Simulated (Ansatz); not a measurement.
# C3H10OSi: the cost of one run

Program: Ansatz 0.2.0, Gaussian basis. Level of theory: functionals in def2-TZVPP, the program's frozen cores in correlated methods. These are calculated values, not measurements.

Plan: PBE-D4, r2SCAN-D4, PBE0-D4, B3LYP-D4, ωB97X-V, ωB97M-V, B2PLYP; CCSD(T)/def2-TZVPP; MP2/def2-QZVPP; extrapolation to the limit.

## (1) Structure used throughout

An earlier PBE0-D4 in a triple-zeta def2 set relaxation fixed the geometry.

SMILES `C[SiH](C)CO`, 15 atoms, charge 0, spin multiplicity 1.

Atoms are counted from 1 here; the program's logs count them from 0.

Bond lengths: C1–Si2 1.876 Å, C1–H6 1.093 Å, C1–H7 1.094 Å, C1–H8 1.093 Å, Si2–C3 1.873 Å, Si2–C4 1.894 Å, Si2–H9 1.491 Å, C3–H10 1.093 Å, C3–H11 1.093 Å, C3–H12 1.093 Å, C4–O5 1.425 Å, C4–H13 1.094 Å, C4–H14 1.101 Å, O5–H15 0.960 Å. Angles: Si2–C1–H6 110.7°, Si2–C1–H7 111.3°, Si2–C1–H8 111.7°, H6–C1–H7 107.7°, H6–C1–H8 107.0°, H7–C1–H8 108.3°, C1–Si2–C3 111.0°, C1–Si2–C4 108.9°, C1–Si2–H9 108.7°, C3–Si2–C4 109.7°, C3–Si2–H9 109.7°, C4–Si2–H9 108.8°, Si2–C3–H10 111.2°, Si2–C3–H11 111.1°, Si2–C3–H12 111.0°, H10–C3–H11 107.9°, H10–C3–H12 107.7°, H11–C3–H12 107.8° and more.

## (2) PBE-D4 (GGA)

in.yaml reads:

```yaml
crystal:
  periodic: [false, false, false]
  atoms:
    - {symbol: C, position_ang: [-1.405371, -0.360582, 0.963817]}
    - {symbol: Si, position_ang: [0.246130, 0.310926, 0.380968]}
    - {symbol: C, position_ang: [1.616194, -0.932421, 0.670920]}
    - {symbol: C, position_ang: [0.129039, 0.713089, -1.466282]}
    - {symbol: O, position_ang: [-0.965920, 1.563047, -1.795320]}
    - {symbol: H, position_ang: [-1.367154, -0.608716, 2.027527]}
    - {symbol: H, position_ang: [-1.679218, -1.269389, 0.420226]}
    - {symbol: H, position_ang: [-2.207295, 0.371456, 0.834362]}
    - {symbol: H, position_ang: [0.541246, 1.567345, 1.128299]}
    - {symbol: H, position_ang: [2.578502, -0.547070, 0.324760]}
    - {symbol: H, position_ang: [1.417505, -1.867616, 0.140551]}
    - {symbol: H, position_ang: [1.714655, -1.164786, 1.734266]}
    - {symbol: H, position_ang: [1.031089, 1.245756, -1.781696]}
    - {symbol: H, position_ang: [0.103497, -0.214703, -2.059359]}
    - {symbol: H, position_ang: [-1.774699, 1.142860, -1.493739]}
basis:
  gaussian: {orbitals: def2-TZVPP}
hamiltonian: {xc: pbe, dispersion: d4}
output: {forces: true, orbitals: {seedname: orbitals}}
```

Started as:

```console
$ ansatz run in.yaml --threads 4 --pin off --events-out ev --progress --plain --max-ram 10444MiB
```

**Question.** How long does this run take on 4 threads of Arm Neoverse V1, shared host, and how much memory does it need?

About 3.5 s, with a peak of 0.43 GiB.
